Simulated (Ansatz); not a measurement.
# SiClOF2 (SMILES [O][Si](F)(F)Cl) at UB3LYP/6-31G(d) (spherical functions)

Aim: the vertical doublet–quartet gap of SiClOF2 at UB3LYP/6-31G* (spherical functions), from 2 runs. 

The results are computed with Ansatz 0.2.0.

70 further runs of the same task are left out: 2 that didn't finish, 68 set aside as unsound or not needed. Runs told in other sessions of the task aren't counted.

## Step 1: Starting point

SiClOF2: 5 atoms, total charge 0, spin state doublet. SMILES: `[O][Si](F)(F)Cl`. Geometry: relaxed at PBE0-D4/def2-TZVP.

Bond lengths: O1–Si2 1.641 Å, Si2–F3 1.569 Å, Si2–F4 1.569 Å, Si2–Cl5 2.005 Å. Angles: O1–Si2–F3 112.3°, O1–Si2–F4 112.3°, O1–Si2–Cl5 102.8°, F3–Si2–F4 106.3°, F3–Si2–Cl5 111.7°, F4–Si2–Cl5 111.7°.

## Step 2: A single-point energy at UB3LYP/6-31G(d) (spherical functions)

Input file job.yaml:

```yaml
crystal:
  periodic: [false, false, false]
  atoms:
    - {symbol: O, position_ang: [-0.173100, 0.048700, 1.622400]}
    - {symbol: Si, position_ang: [0.071000, -0.092200, 0.005600]}
    - {symbol: F, position_ang: [-0.374600, -1.493300, -0.542700]}
    - {symbol: F, position_ang: [1.581700, 0.074400, -0.383900]}
    - {symbol: Cl, position_ang: [-1.055100, 1.388700, -0.742800]}
basis:
  gaussian: {orbitals: 6-31G_st_-spherical.json}
magnetization: {spin_polarized: true, initial_magnetization: 1}
hamiltonian: {xc: {name: B3LYP}}
accuracy: high
output: {orbitals: {seedname: orbitals}}
```

The basis set 6-31G* is read from a file made from the Basis Set Exchange's data (not shown).

The run is started by

```
ansatz run job.yaml --threads 1 --pin off --max-ram 2610MiB --events-out events.jsonl --progress --plain --runs-dir runs
```

Standard output:

```text
Warning: RAYON_NUM_THREADS=1 ignored (pool sized by the plan → 1); use --threads N
Functional definition: B3LYP
  name "B3LYP"
  parameter a0 = 0.2
  parameter ax = 0.72
  parameter ac = 0.81
  exchange = (1 - a0 - ax)*slater_x + ax*b88_x + a0*exact_x
  correlation = (1 - ac)*vwn_rpa_c + ac*lyp_c
1621 factors; integrals over basis functions are off by at most 3.8e-9 eV
mean field evaluation 1: about -27870.2565 eV, gradient 5.3e1 eV
mean field evaluation 2: about -27747.6095 eV, gradient 1.4e2 eV
mean field evaluation 4: about -27882.0121 eV, gradient 2.2e1 eV
mean field evaluation 8: about -27883.7618 eV, gradient 5.3e-1 eV
mean field evaluation 16: about -27883.8982 eV, gradient 6.9e-4 eV
mean field evaluation 32: about -27883.8982 eV, gradient 1.8e-6 eV
mean field -27883.89820858 eV, -1024.7143587802 hartree, gradient 3.6e-8 eV, S^2 0.752772; 2 other end points of the search recorded, 0 dependent functions left out
reference -27883.89824457 eV, -1024.7143601030 hartree; 29, 28 occupied and 49, 50 virtual orbitals, 1621 factors
Total energy: -27883.89824457 eV, -1024.7143601030 hartree
```

It took 21 s on 1 thread of Intel Xeon Platinum 8259CL at 2.50GHz (Skylake/Cascade Lake), shared host; peak memory 0.39 GiB.

## Step 3: The quartet, same level

Input file run.yaml:

```yaml
crystal:
  periodic: [false, false, false]
  atoms:
    - {symbol: O, position_ang: [-0.173100, 0.048700, 1.622400]}
    - {symbol: Si, position_ang: [0.071000, -0.092200, 0.005600]}
    - {symbol: F, position_ang: [-0.374600, -1.493300, -0.542700]}
    - {symbol: F, position_ang: [1.581700, 0.074400, -0.383900]}
    - {symbol: Cl, position_ang: [-1.055100, 1.388700, -0.742800]}
basis:
  gaussian:
    orbitals: 6-31G_st_-spherical.json
magnetization:
  spin_polarized: true
  initial_magnetization: 3
hamiltonian:
  xc: {name: B3LYP}
accuracy: high
output: {orbitals: {seedname: orbitals}}
```

The basis set 6-31G* is read from a file made from the Basis Set Exchange's data (not shown).

The run is started by

```
ansatz run run.yaml --threads 1 --pin off --max-ram 2610MiB --events-out events.jsonl --progress --plain --runs-dir runs
```

Standard output:

```text
Warning: RAYON_NUM_THREADS=1 ignored (pool sized by the plan → 1); use --threads N
[... 7 set-up lines as earlier in the session ...]
1621 factors; integrals over basis functions are off by at most 3.8e-9 eV
mean field evaluation 1: about -27853.9522 eV, gradient 6.1e1 eV
mean field evaluation 2: about -27644.0739 eV, gradient 1.7e2 eV
mean field evaluation 4: about -27859.0094 eV, gradient 5.7e1 eV
mean field evaluation 8: about -27875.2752 eV, gradient 6.3e-1 eV
mean field evaluation 16: about -27875.4911 eV, gradient 1.6e-1 eV
mean field evaluation 32: about -27875.4918 eV, gradient 1.3e-4 eV
mean field evaluation 64: about -27874.6279 eV, gradient 8.1e0 eV
mean field -27875.49178769 eV, -1024.4054285107 hartree, gradient 9.5e-8 eV, S^2 3.758414; 6 other end points of the search recorded, 0 dependent functions left out
reference -27875.49182388 eV, -1024.4054298408 hartree; 30, 27 occupied and 48, 51 virtual orbitals, 1621 factors
Total energy: -27875.49182388 eV, -1024.4054298408 hartree
```

It took 23 s on 1 thread of Intel Xeon Platinum 8259CL at 2.50GHz (Skylake/Cascade Lake), shared host; peak memory 0.38 GiB.

## Step 4: Outcome

At UB3LYP/6-31G* (spherical functions):

| quantity | value |
| --- | --- |
| doublet: total energy | -1024.71436 Eh |
| doublet: HOMO energy (highest over α and β) | -9.66 eV |
| doublet: LUMO energy (lowest over α and β) | -6.11 eV |
| doublet: ⟨S²⟩ | 0.753 |
| quartet: total energy | -1024.40543 Eh |
| quartet: HOMO energy (highest over α and β) | -1.44 eV |
| quartet: ⟨S²⟩ | 3.758 |
| vertical energy of the quartet above the doublet | 8.406 eV |

**Reading.** At this shape the quartet lies 8.41 eV (194 kcal/mol) above the doublet.
